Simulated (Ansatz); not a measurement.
GaSb3:

```
Sb Ga
1.0
     0.00000    3.73060    3.73060
     3.73060    0.00000    3.73060
     3.73060    3.73060    0.00000
Sb Ga
3 1
Cartesian
  3.7306 3.7306 3.7306
  5.5959 5.5959 5.5959
  1.8653 1.8653 1.8653
  0.0000 0.0000 0.0000
```

The cell comes from a database or a generator and needn't be the stable form of this composition.

Base run:

```yaml
Program: Ansatz 0.2.0
Functional: LDA
Potentials_or_basis: Ansatz PAW
Cutoff: 420 eV
Density_cutoff: 1680 eV
k_mesh: 6 × 6 × 6
Occupations: fermi-dirac, width 0.05 eV
Spin: no spin polarisation
```

Its results: band gap on the k mesh none (metal or under the smearing width); pressure -4.5 GPa.

Q: After a change of settings the same cell gave: band gap on the k mesh none (metal or under the smearing width); pressure -3.4 GPa. Which change was it?
A. functional from LDA to PBE
B. functional from LDA to r2SCAN; cutoff from 420 eV to 500 eV; density cutoff from 1680 eV to 2000 eV
C. functional from LDA to PBEsol

A: C.

PBEsol binds less tightly than LDA, so the same cell stands under more pressure.

Caveats: the PAW data sets come from PBE, with cores solved anew for the run's functional, which leaves a small shift of forces and pressure.

Not every run made on this cell is shown here.
